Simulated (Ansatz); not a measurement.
2 structures of MgZn2, a ranking of polymorphs by energy

With the Ansatz DFT code, driven from Python.

Typed at the interpreter:
```pycon
>>> import ansatz
>>> import numpy as np
>>> import spglib
>>> from tabulate import tabulate
>>> def solve(name, crystal):
...     calc = crystal.calculation()
...     calc = calc.basis(260, density_ratio=4).scf(max_iterations=150, self_checks="high")
...     calc = calc.functional("lda")
...     calc = calc.kpoints(spacing=0.26)
...     calc = calc.occupations("fermi_dirac", width=0.1)
...     calc = calc.stress().band_table()
...     return calc.run()
...
>>> def pressure_gpa(outcome):
...     return float(np.trace(outcome.report["stress_gpa"]) / 3)
...
>>> def volume_per_atom(outcome):
...     return abs(np.linalg.det(outcome.lattice.cell_ang)) / len(outcome.lattice.sites)
...
>>> def space_group(outcome):
...     sites = outcome.report["lattice"]["sites"]
...     kinds = sorted({site["symbol"] for site in sites})
...     cell = (outcome.lattice.cell_ang, [site["position_frac"] for site in sites], [kinds.index(site["symbol"]) for site in sites])
...     return spglib.get_spacegroup(cell, symprec=0.01)
...
>>> phases = {}
>>> p6_3_mmc = (
...     ansatz.Lattice.from_parameters(2.98676378, 2.98676378, 13.526458, alpha=90, beta=90, gamma=120)
...     .space_group(194)
...     .atom("Mg", [2 / 3, 1 / 3, 0.25])
...     .atom("Zn", [1 / 3, 2 / 3, 0.422991])
... )
>>> phases["P6_3/mmc"] = p6_3_mmc
>>> fd_3m = (
...     ansatz.Lattice.from_parameters(5.150636, 5.150636, 5.150636, alpha=60.0, beta=60.0, gamma=60.0)
...     .atom("Mg", [0.75, 0.75, 0.75])
...     .atom("Mg", [0.5, 0.5, 0.5])
...     .atom("Zn", [0.125, 0.125, 0.125])
...     .atom("Zn", [0.625, 0.125, 0.125])
...     .atom("Zn", [0.125, 0.125, 0.625])
...     .atom("Zn", [0.125, 0.625, 0.125])
... )
>>> phases["Fd-3m"] = fd_3m
>>> done = {}
>>> for name, crystal in phases.items():
...     done[name] = solve(name, crystal)
...     print(f"{name}: {done[name].report['energy_sigma0_ev']:.4f} eV, {len(done[name].lattice.sites)} atoms")
...
DeckWarning: basis.ecutwfc = 260 eV is below the records' recommended 420 eV, and the density's cutoff is lower with it unless basis.ecutrho_ratio is high enough to keep the records' density cutoff: compare with a run at a higher cutoff
DeckWarning: basis.ecutrho_ratio = 4 (ecutrho = 1040 eV) is below the records' recommended 1680 eV
P6_3/mmc: -16784.4735 eV, 6 atoms
Fd-3m: -16785.5808 eV, 6 atoms
>>> energy = {name: o.report["energy_sigma0_ev"] / len(o.lattice.sites) for name, o in done.items()}
>>> lowest = min(energy.values())
>>> rows = [(name, len(o.lattice.sites), 1000 * (energy[name] - lowest), pressure_gpa(o), volume_per_atom(o), space_group(o)) for name, o in done.items()]
>>> rows.sort(key=lambda row: row[2])
>>> print(tabulate(rows, headers=["phase", "atoms", "dE (meV/atom)", "P (GPa)", "V (A^3/atom)", "space group"], floatfmt=".4f", tablefmt="psql"))
+----------+---------+-----------------+-----------+----------------+----------------+
| phase    |   atoms |   dE (meV/atom) |   P (GPa) |   V (A^3/atom) | space group    |
|----------+---------+-----------------+-----------+----------------+----------------|
| Fd-3m    |       6 |          0.0000 |   -3.6342 |        16.1034 | Fd-3m (227)    |
| P6_3/mmc |       6 |        184.5534 |   -4.3296 |        17.4167 | P6_3/mmc (194) |
+----------+---------+-----------------+-----------+----------------+----------------+
>>> print("lowest in energy:", rows[0][0])
lowest in energy: Fd-3m
```

By space group at the end of each run: Fd-3m (+0 meV an atom, 16.1 Å³) and P6_3/mmc (+185 meV an atom, 17.4 Å³).

The settings weren't tested for convergence. The cutoff lies under the one recommended for these potentials. Under the recommended cutoff a pressure can be off by several GPa, even in sign. For the metals among these phases the mesh is modest: differences between phases can be off by up to 40 meV an atom. Pressure is positive in compression. The cells come from databases of deposited and of computed structures, and not all need be stable phases. Warnings are shown shortened and without file and line. The ranking holds among these structures alone, at zero temperature; the ground state may be another structure. Differences under about 40 meV an atom lie within the error of mesh and functional. Run time: 8.4 s on 1 thread of Arm Neoverse V1, on a shared host, peak memory 0.41 GiB.
